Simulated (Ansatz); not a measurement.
**Si3C3N8: the band gap up the ladder of functionals**

An exercise on one series of results from a longer session: the logs are not shown, and one member is left open.

Code: Ansatz 0.2.0. PAW datasets, plane waves. Spin-unpolarised throughout. Whether this structure exists isn't addressed.

## The system as given

The cell was relaxed beforehand with r2SCAN.

The symmetry is P-6 (No. 174, hexagonal); conventional cell a = 7.042 Å, c = 2.668 Å, 8.19 Å³ an atom. Si has 4 N at 1.68–1.74 Å; C has 4 N at 1.43–1.58 Å; N has 3 Si at 1.70 Å; N has 3 C at 1.48 Å; N has 2 C at 1.58 Å and 1 Si at 1.74 Å.

The structure in full:

```
CELL_PARAMETERS angstrom
7.04237 0.00000 0.00000
-3.52118 6.09887 0.00000
0.00000 0.00000 2.66834
ATOMIC_POSITIONS crystal
Si 0.22553 0.83495 0.50000
C 0.42577 0.23666 0.00000
C 0.81089 0.57423 0.00000
Si 0.16505 0.39058 0.50000
Si 0.60942 0.77447 0.50000
C 0.76334 0.18911 0.00000
N 0.33333 0.66667 0.50000
N 0.66667 0.33333 0.00000
N 0.94836 0.63801 0.50000
N 0.30397 0.00230 0.00000
N 0.69833 0.69603 0.00000
N 0.36199 0.31035 0.50000
N 0.99770 0.30167 0.00000
N 0.68965 0.05164 0.50000
```

The first run:

Contents of input.yaml:

```yaml
crystal:
  lattice:
    - [7.0423664737, -2.8e-09, 0.0]
    - [-3.5211832344, 6.0988682704, 0.0]
    - [0.0, 0.0, 2.6683409762]
  atoms:
    - { symbol: Si, position: [0.2255296523, 0.8349499168, 0.5] }
    - { symbol: C, position: [0.4257734372, 0.2366594532, 0.0] }
    - { symbol: C, position: [0.8108860161, 0.5742265628, 0.0] }
    - { symbol: Si, position: [0.1650500832, 0.3905797355, 0.5] }
    - { symbol: Si, position: [0.6094202645, 0.7744703477, 0.5] }
    - { symbol: C, position: [0.7633405468, 0.1891139839, 0.0] }
    - { symbol: "N", position: [0.3333333333, 0.6666666667, 0.5] }
    - { symbol: "N", position: [0.6666666667, 0.3333333333, 0.0] }
    - { symbol: "N", position: [0.9483609663, 0.6380112631, 0.5] }
    - { symbol: "N", position: [0.3039731706, 1.0023010562, 0.0] }
    - { symbol: "N", position: [0.6983278856, 0.6960268294, 0.0] }
    - { symbol: "N", position: [0.3619887369, 0.3103497032, 0.5] }
    - { symbol: "N", position: [-0.0023010562, 0.3016721144, 0.0] }
    - { symbol: "N", position: [0.6896502968, 0.0516390337, 0.5] }
kpoints:
  mp_grid: { grid: [6, 6, 10] }
  band_path:
    path:
      - [[0.0, 0.0, 0.0], [0.5, -1.394003399243e-17, 0.0], [0.3333333333333, 0.3333333333333, 0.0], [0.0, 0.0, 0.0], [0.0, 0.0, 0.5], [0.5, -1.394003399243e-17, 0.5], [0.3333333333333, 0.3333333333333, 0.5], [0.0, 0.0, 0.5]]
      - [[0.5, -1.394003399243e-17, 0.5], [0.5, -1.394003399243e-17, 0.0]]
      - [[0.3333333333333, 0.3333333333333, 0.5], [0.3333333333333, 0.3333333333333, 0.0]]
    npoints: 10
hamiltonian:
  xc: pbe
scf:
  occupations: { method: fermi_dirac, width: 0.02 }
  n_extra_bands: 7
output:
  forces: true
  stress: true
  eigenvalues: true
  write_density: true
  write_potential: true
  elf: true
  volumetric_format: npy
```

Among the steps run: PBE bands along the symmetry lines; Single point with r2SCAN; HSE06; Single point with PBE0.

One table of the session follows, with a row left open; its other results are not shown here.

```
 level  gap (eV)
   PBE      2.29
r2SCAN      2.67
 HSE06      3.78
  PBE0         ?
```

Q: Estimate the row for PBE0 from the others.

As computed: gap (eV): 4.55. In the column «gap (eV)» it is the highest.

Meshes: PBE 6×6×10, r2SCAN 6×6×10, HSE06 3×3×6, PBE0 3×3×6

PBE reaches 61 % of the HSE06 value, and r2SCAN 71 %. PBE0 lies 0.77 eV above HSE06, which differs from it by screening the long-range exchange.

To keep in mind: Warnings in the runs' records: stress scf threshold loose, stress exchange threshold loose.
